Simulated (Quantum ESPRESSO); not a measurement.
# Hf (P6_3/mmc) in Quantum ESPRESSO: a series of runs

Runs on Hf. Level: PBEsol. Tasks: relaxation of cell and atoms.

Program: Quantum ESPRESSO 7.5. These are calculated values, not measurements. Logs are shortened: lines on timing, memory, paths and dates and some standing lists are left out, and cuts for length are marked.

## 1. Starting point

It takes space group P6_3/mmc (No. 194, hexagonal). Conventional cell: a = 3.197 Å, b = 3.197 Å, c = 5.050 Å, α = 90.00°, β = 90.00°, γ = 120.00°. Around Hf (site symmetry -6m2) lie 12 Hf at 3.13 to 3.20 Å.

## 2. Relaxation of cell and atoms, PBEsol, target pressure 45 GPa, at which the enthalpy is minimised

Input file pw.in:

```
&CONTROL
  calculation = 'vc-relax'
  prefix = 'pwscf'
  outdir = './tmp'
  pseudo_dir = './pseudo'
  tprnfor = .true.
  tstress = .true.
  disk_io = 'low'
  nstep = 40
  forc_conv_thr = 0.0004
  etot_conv_thr = 1d-05
/
&SYSTEM
  ibrav = 0
  nat = 2
  ntyp = 1
  ecutwfc = 45
  ecutrho = 360
  nbnd = 19
  occupations = 'smearing'
  smearing = 'gaussian'
  degauss = 0.00734986
/
&ELECTRONS
  conv_thr = 4d-10
  electron_maxstep = 120
  mixing_beta = 0.5
/
&IONS
  ion_dynamics = 'bfgs'
/
&CELL
  cell_dynamics = 'bfgs'
  press = 450
  press_conv_thr = 0.3
/
ATOMIC_SPECIES
Hf   178.4900 hf_pbesol_v1.uspp.F.UPF
CELL_PARAMETERS angstrom
   3.1975000000    0.0000000000    0.0000000000
  -1.5987500000    2.7691162286    0.0000000000
   0.0000000000    0.0000000000    5.0500000000
ATOMIC_POSITIONS crystal
Hf     0.3333333333    0.6666666667    0.2500000000
Hf     0.6666666667    0.3333333333    0.7500000000
K_POINTS automatic
21 21 12 0 0 0
```

Potentials or basis: GBRV 1.5 PBEsol.

The run is started by

```
> OMP_NUM_THREADS=1 pw.x -in pw.in > pw.out
```

pw.out:

```text
This program is part of the open-source Quantum ESPRESSO suite
     for quantum simulation of materials; please cite
[... 9 lines left out ...]
     --------------------
     sticks:   dense  smooth     PW     G-vecs:    dense   smooth      PW
     Sum         913     451    139                34833    12287    2129

     Using Slab Decomposition

     bravais-lattice index     =            0
     lattice parameter (alat)  =       6.0424  a.u.
     unit-cell volume          =     301.7447 (a.u.)^3
     number of atoms/cell      =            2
     number of atomic types    =            1
     number of electrons       =        24.00
     number of Kohn-Sham states=           19
     kinetic-energy cutoff     =      45.0000  Ry
     charge density cutoff     =     360.0000  Ry
     scf convergence threshold =      4.0E-10
     mixing beta               =       0.5000
     number of iterations used =            8  plain     mixing
     energy convergence thresh.=      1.0E-05
     force convergence thresh. =      4.0E-04
     press convergence thresh. =      3.0E-01
     Exchange-correlation= SLA  PW   PSX  PSC
                           (   1   4  10   8   0   0   0)
     nstep                     =           40

     celldm(1)=   6.042399  celldm(2)=   0.000000  celldm(3)=   0.000000
     celldm(4)=   0.000000  celldm(5)=   0.000000  celldm(6)=   0.000000

     crystal axes: (cart. coord. in units of alat)
               a(1) = (   1.000000   0.000000   0.000000 )
               a(2) = (  -0.500000   0.866025   0.000000 )
               a(3) = (   0.000000   0.000000   1.579359 )

     reciprocal axes: (cart. coord. in units 2 pi/alat)
               b(1) = (  1.000000  0.577350 -0.000000 )
               b(2) = (  0.000000  1.154701  0.000000 )
               b(3) = (  0.000000 -0.000000  0.633168 )

     PseudoPot. # 1 for Hf read from file:
     hf_pbesol_v1.uspp.F.UPF
     Pseudo is Ultrasoft + core correction, Zval = 12.0
     Generated by new atomic code, or converted to UPF format
     Using radial grid of  921 points,  8 beta functions with:
                l(1) =   0
                l(2) =   0
                l(3) =   0
                l(4) =   1
                l(5) =   1
                l(6) =   2
                l(7) =   2
                l(8) =   3
     Q(r) pseudized with  6 coefficients,  rinner =    1.200   1.200   1.200
                                                       1.200   1.200   1.200
                                                       1.200

     atomic species   valence    mass     pseudopotential
     Hf               12.00   178.49000     Hf( 1.00)

     24 Sym. Ops., with inversion, found (12 have fractional translation)

   Cartesian axes

     site n.     atom                  positions (alat units)
         1        Hf     tau(   1) = (  -0.0000000   0.5773503   0.3948397  )
         2        Hf     tau(   2) = (   0.5000000   0.2886751   1.1845192  )

     number of k points=   336  Gaussian smearing, width (Ry)=  0.0073

     Number of k-points >= 100: set verbosity='high' to print them.

     Dense  grid:    34833 G-vectors     FFT dimensions: (  40,  40,  60)

     Smooth grid:    12287 G-vectors     FFT dimensions: (  25,  25,  48)

     Initial potential from superposition of free atoms

     starting charge      20.0000, renormalised to      24.0000

     negative rho (up, down):  2.615E-01 0.000E+00
     Starting wfcs are   26 randomized atomic wfcs

     Self-consistent Calculation

     iteration #  1     ecut=    45.00 Ry     beta= 0.50
     Davidson diagonalization with overlap
     ethr =  1.00E-02,  avg # of iterations =  2.4

     negative rho (up, down):  2.276E-01 0.000E+00

     total energy              =    -316.78828613 Ry
     estimated scf accuracy    <       4.71765265 Ry

     iteration #  2     ecut=    45.00 Ry     beta= 0.50
     Davidson diagonalization with overlap
     ethr =  1.00E-02,  avg # of iterations =  2.0

     negative rho (up, down):  2.243E-01 0.000E+00

     total energy              =    -316.98628741 Ry
     estimated scf accuracy    <       0.35885765 Ry

     iteration #  3     ecut=    45.00 Ry     beta= 0.50
     Davidson diagonalization with overlap
     ethr =  1.50E-03,  avg # of iterations =  2.2

     negative rho (up, down):  2.281E-01 0.000E+00

     total energy              =    -317.06812023 Ry
     estimated scf accuracy    <       0.00527430 Ry

     iteration #  4     ecut=    45.00 Ry     beta= 0.50
     Davidson diagonalization with overlap
     ethr =  2.20E-05,  avg # of iterations =  4.5

     negative rho (up, down):  2.284E-01 0.000E+00

     total energy              =    -317.06878382 Ry
     estimated scf accuracy    <       0.00047158 Ry

     iteration #  5     ecut=    45.00 Ry     beta= 0.50
     Davidson diagonalization with overlap
     ethr =  1.96E-06,  avg # of iterations =  3.7

     negative rho (up, down):  2.283E-01 0.000E+00

     total energy              =    -317.06884897 Ry
     estimated scf accuracy    <       0.00000522 Ry

     iteration #  6     ecut=    45.00 Ry     beta= 0.50
     Davidson diagonalization with overlap
     ethr =  2.17E-08,  avg # of iterations =  3.6

     negative rho (up, down):  2.283E-01 0.000E+00

     total energy              =    -317.06884927 Ry
     estimated scf accuracy    <       0.00000446 Ry

     iteration #  7     ecut=    45.00 Ry     beta= 0.50
     Davidson diagonalization with overlap
     ethr =  1.86E-08,  avg # of iterations =  2.0

     negative rho (up, down):  2.282E-01 0.000E+00

     total energy              =    -317.06885025 Ry
     estimated scf accuracy    <       0.00000013 Ry

     iteration #  8     ecut=    45.00 Ry     beta= 0.50
     Davidson diagonalization with overlap
     ethr =  5.36E-10,  avg # of iterations =  2.0

     negative rho (up, down):  2.282E-01 0.000E+00

     total energy              =    -317.06885028 Ry
     estimated scf accuracy    <       0.00000002 Ry

     iteration #  9     ecut=    45.00 Ry     beta= 0.50
     Davidson diagonalization with overlap
     ethr =  7.28E-11,  avg # of iterations =  2.0

     negative rho (up, down):  2.282E-01 0.000E+00

     total energy              =    -317.06885028 Ry
     estimated scf accuracy    <          1.9E-09 Ry

     iteration # 10     ecut=    45.00 Ry     beta= 0.50
     Davidson diagonalization with overlap
     ethr =  7.80E-12,  avg # of iterations =  2.0

     negative rho (up, down):  2.282E-01 0.000E+00

     End of self-consistent calculation

     Number of k-points >= 100: set verbosity='high' to print the bands.

     the Fermi energy is    14.6246 ev

!    total energy              =    -317.06885028 Ry
     estimated scf accuracy    <          1.3E-11 Ry
     smearing contrib. (-TS)   =      -0.00053885 Ry
     internal energy E=F+TS    =    -317.06831143 Ry

     The total energy is F=E-TS. E is the sum of the following terms:
     one-electron contribution =     -37.82771897 Ry
     hartree contribution      =      27.49663514 Ry
     xc contribution           =    -150.51609757 Ry
     ewald contribution        =    -156.22113004 Ry

     convergence has been achieved in  10 iterations

     negative rho (up, down):  2.282E-01 0.000E+00

     Forces acting on atoms (cartesian axes, Ry/au):

     atom    1 type  1   force =    -0.00000000   -0.00000000    0.00000000
     atom    2 type  1   force =     0.00000000    0.00000000    0.00000000

     Total force =     0.000000     Total SCF correction =     0.000000

     Computing stress (Cartesian axis) and pressure

     negative rho (up, down):  2.282E-01 0.000E+00
          total   stress  (Ry/bohr**3)                   (kbar)     P=      -36.01
  -0.00024491  -0.00000000   0.00000000          -36.03       -0.00        0.00
   0.00000000  -0.00024491  -0.00000000            0.00      -36.03       -0.00
   0.00000000  -0.00000000  -0.00024461            0.00       -0.00      -35.98

     BFGS Geometry Optimization
     Energy error            =      3.2E-01 Ry
     Gradient error          =      1.2E-25 Ry/Bohr
     Cell gradient error     =      4.9E+02 kbar

     number of scf cycles    =   1
     number of bfgs steps    =   0

     enthalpy           new  =    -316.1458016905 Ry

     new trust radius        =       0.2869613042 bohr
     new conv_thr            =       0.0000000004 Ry

     new unit-cell volume =    232.98143 a.u.^3 (    34.52429 Ang^3 )
     density =     17.16992 g/cm^3

CELL_PARAMETERS (angstrom)
   2.933390492   0.000000000   0.000000000
  -1.466695246   2.540390685  -0.000000000
   0.000000000  -0.000000000   4.632914861

ATOMIC_POSITIONS (crystal)
Hf               0.3333333333        0.6666666667        0.2500000000
Hf               0.6666666667        0.3333333333        0.7500000000

     NEW-OLD atomic charge density approx. for the potential
     New effective cutoffs (rho, wfc):  427.56   53.47

     negative rho (up, down):  2.245E-01 0.000E+00

     Self-consistent Calculation

[... 41 further cycles ...]
     iteration #  1     ecut=    45.00 Ry     beta= 0.50
     Davidson diagonalization with overlap
     c_bands:  1 eigenvalues not converged
     c_bands:  1 eigenvalues not converged
     c_bands:  1 eigenvalues not converged
     c_bands:  1 eigenvalues not converged
     c_bands:  2 eigenvalues not converged
     c_bands:  1 eigenvalues not converged
     ethr =  1.00E-06,  avg # of iterations = 13.0

     negative rho (up, down):  2.236E-01 0.000E+00

     total energy              =    -316.73961516 Ry
     estimated scf accuracy    <       3.73704708 Ry

     iteration #  2     ecut=    45.00 Ry     beta= 0.50
     Davidson diagonalization with overlap
     ethr =  1.00E-02,  avg # of iterations =  2.0

     negative rho (up, down):  2.186E-01 0.000E+00

     total energy              =    -316.92830696 Ry
     estimated scf accuracy    <       0.26834278 Ry

     iteration #  3     ecut=    45.00 Ry     beta= 0.50
     Davidson diagonalization with overlap
     ethr =  1.12E-03,  avg # of iterations =  2.7

     negative rho (up, down):  2.212E-01 0.000E+00

     total energy              =    -316.98487403 Ry
     estimated scf accuracy    <       0.00366602 Ry

     iteration #  4     ecut=    45.00 Ry     beta= 0.50
     Davidson diagonalization with overlap
     ethr =  1.53E-05,  avg # of iterations =  4.5

     negative rho (up, down):  2.212E-01 0.000E+00

     total energy              =    -316.98511217 Ry
     estimated scf accuracy    <       0.00012073 Ry

     iteration #  5     ecut=    45.00 Ry     beta= 0.50
     Davidson diagonalization with overlap
     ethr =  5.03E-07,  avg # of iterations =  2.8

     negative rho (up, down):  2.212E-01 0.000E+00

     total energy              =    -316.98513200 Ry
     estimated scf accuracy    <       0.00000228 Ry

     iteration #  6     ecut=    45.00 Ry     beta= 0.50
     Davidson diagonalization with overlap
     ethr =  9.48E-09,  avg # of iterations =  2.4

     negative rho (up, down):  2.212E-01 0.000E+00

     total energy              =    -316.98513210 Ry
     estimated scf accuracy    <       0.00000051 Ry

     iteration #  7     ecut=    45.00 Ry     beta= 0.50
     Davidson diagonalization with overlap
     ethr =  2.12E-09,  avg # of iterations =  2.0

     negative rho (up, down):  2.211E-01 0.000E+00

     total energy              =    -316.98513219 Ry
     estimated scf accuracy    <       0.00000006 Ry

     iteration #  8     ecut=    45.00 Ry     beta= 0.50
     Davidson diagonalization with overlap
     ethr =  2.61E-10,  avg # of iterations =  2.0

     negative rho (up, down):  2.211E-01 0.000E+00

     total energy              =    -316.98513220 Ry
     estimated scf accuracy    <          3.8E-09 Ry

     iteration #  9     ecut=    45.00 Ry     beta= 0.50
     Davidson diagonalization with overlap
     ethr =  1.58E-11,  avg # of iterations =  2.0

     negative rho (up, down):  2.212E-01 0.000E+00

     total energy              =    -316.98513220 Ry
     estimated scf accuracy    <          6.1E-11 Ry

     iteration # 10     ecut=    45.00 Ry     beta= 0.50
     Davidson diagonalization with overlap
     ethr =  2.55E-13,  avg # of iterations =  2.1

     negative rho (up, down):  2.212E-01 0.000E+00

     End of self-consistent calculation

     Number of k-points >= 100: set verbosity='high' to print the bands.

     the Fermi energy is    20.1119 ev

!    total energy              =    -316.98513220 Ry
     estimated scf accuracy    <          3.1E-12 Ry
     smearing contrib. (-TS)   =      -0.00055994 Ry
     internal energy E=F+TS    =    -316.98457226 Ry

     The total energy is F=E-TS. E is the sum of the following terms:
     one-electron contribution =     -15.60305399 Ry
     hartree contribution      =      21.87465093 Ry
     xc contribution           =    -151.21123175 Ry
     ewald contribution        =    -172.04493746 Ry

     convergence has been achieved in  10 iterations

     negative rho (up, down):  2.212E-01 0.000E+00

     Forces acting on atoms (cartesian axes, Ry/au):

     atom    1 type  1   force =     0.00000000    0.00000000    0.00000000
     atom    2 type  1   force =    -0.00000000   -0.00000000   -0.00000000

     Total force =     0.000000     Total SCF correction =     0.000000

     Computing stress (Cartesian axis) and pressure

     negative rho (up, down):  2.212E-01 0.000E+00
          total   stress  (Ry/bohr**3)                   (kbar)     P=      446.21
   0.00303320   0.00000000  -0.00000000          446.20        0.00       -0.00
   0.00000000   0.00303320   0.00000000            0.00      446.20        0.00
  -0.00000000   0.00000000   0.00303334           -0.00        0.00      446.22

=------------------------------------------------------------------------------=
   JOB DONE.
=------------------------------------------------------------------------------=
```

Wall time 22 min (1 thread of AMD EPYC 7R43 (Zen 3), shared host); peak memory 0.45 GiB.

Results:

```yaml
Free_energy: -4312.8024 eV
Relaxed_volume: 16.75 Å³/atom
Relaxed_cell: a = 2.882 Å, b = 2.882 Å, c = 4.657 Å, α = 90.00°, β = 90.00°, γ = 120.00°
Space_group_after_relaxing_to_0.05_Å: P6_3/mmc (No. 194)
Energy_change_on_relaxing_the_enthalpy_is_what_falls: +565.6 meV/atom
Ionic_steps: 8
Pressure_after_relaxing: 44.6 GPa
Band_gap_on_the_k_mesh: none (metal or under the smearing width)
```

The path:
```tsv
step	energy change (eV)	largest force (eV/Å)	pressure (GPa)	volume (Å³)
1	0.0000	0.0000	-3.60	44.71
2	0.8690	0.0000	38.10	34.52
3	1.1998	0.0000	47.02	33.27
4	1.1327	0.0000	45.22	33.49
5	1.1142	0.0000	44.64	33.55
6	1.1238	0.0000	44.82	33.52
7	1.1301	0.0000	44.97	33.49
8	1.1311	0.0000	45.00	33.49
```

Final structure:
```yaml
crystal:
  lattice:
    - [2.88179, 0.00000, 0.00000]
    - [-1.44089, 2.49570, 0.00000]
    - [0.00000, 0.00000, 4.65663]
  atoms:
    - { symbol: Hf, position: [0.33333, 0.66667, 0.25000] }
    - { symbol: Hf, position: [0.66667, 0.33333, 0.75000] }
```

Caveat: the volume moved by over 15 % at a fixed basis, so the end points are rough.

(Part 1 of 2 ends here.)
